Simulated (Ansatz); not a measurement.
# CHBGa (quartet): wave-function methods side by side, cc-pVDZ

How much of the correlation energy of CHBGa (quartet) does each wave-function method recover here?

Computed with Ansatz 0.2.0, Gaussian basis. Level: cc-pVDZ, core rule «outside noble gas», up to 16 orbitals frozen.

To be run: UHF; CCSD(T) on ROHF; CCSD(T) on UHF; BCCD(T) on ROHF; CISD; CCSDT(Q) on ROHF; CCSDT(Q) on UHF.

25 further runs of the same task are left out: 2 for a known fault of the program, 13 that didn't finish, 10 set aside as unsound or not needed.

## (1) The geometry

The geometry is a PBE0/def2-TZVP stationary point (not a proven minimum). No spin-orbit coupling is included. The filled d shell of Ga may be among the frozen orbitals whatever the setting's name suggests; the logs give the count.

4 atoms, charge 0, spin multiplicity 4.

Atoms are counted from 1 here; the program's logs count them from 0.

Bond lengths: B1–C2 1.411 Å, B1–Ga3 2.288 Å, C2–Ga3 1.922 Å, C2–H4 1.081 Å. Angles: C2–B1–Ga3 56.9°, B1–C2–Ga3 85.2°, B1–C2–H4 145.5°, Ga3–C2–H4 129.3°, B1–Ga3–C2 37.9°.

## (2) UHF

in.yaml reads:

```yaml
crystal:
  periodic: [false, false, false]
  atoms:
    - {symbol: B, position_ang: [0.000000, -0.842273, 1.613915]}
    - {symbol: C, position_ang: [0.000000, 0.542660, 1.341522]}
    - {symbol: Ga, position_ang: [0.000000, 0.014935, -0.506930]}
    - {symbol: H, position_ang: [0.000000, 1.534624, 1.769961]}
basis:
  gaussian: {orbitals: cc-pVDZ}
magnetization: {spin_polarized: true, initial_magnetization: 3}
hamiltonian: {xc: hf}
output: {orbitals: {seedname: orbitals}}
```

On the command line:

```console
$ ansatz run in.yaml --threads 1 --pin off --events-out ev --progress --plain --max-ram 2393MiB
```

Further steps of the session: CCSD(T) on ROHF; CCSD(T) on UHF; BCCD(T) on ROHF; CISD; CCSDT(Q) on ROHF; CCSDT(Q) on UHF.

**Question.** What will the summary of the whole plan be? Wanted: UCCSDT(Q) below the RHF energy; RMP2 from UCCSDT(Q); UMP2 from UCCSDT(Q); RCCSD from UCCSDT(Q); RCCSD(T) from UCCSDT(Q); UCCSD(T) from UCCSDT(Q); RCCSDT(Q) from UCCSDT(Q); T1 diagnostic.

**Answer**, as computed:

```
                         quantity              value
   UCCSDT(Q) below the RHF energy         -7.2464 eV
              RMP2 from UCCSDT(Q)        +1011.8 meV
              UMP2 from UCCSDT(Q)        +1049.8 meV
             RCCSD from UCCSDT(Q)         +447.6 meV
          RCCSD(T) from UCCSDT(Q)          +79.2 meV
          UCCSD(T) from UCCSDT(Q)          +72.6 meV
         RCCSDT(Q) from UCCSDT(Q)          +13.8 meV
levels within 1 kcal/mol (43 meV)  UCCSDT, RCCSDT(Q)
                    T1 diagnostic              0.032
```

**Reading.** RCCSD(T) misses by +79.2 meV, 1.1 % of the correlation energy. These misses are within one basis, not against nature; the frozen cores of restricted and unrestricted runs differ, which can shift their rows.
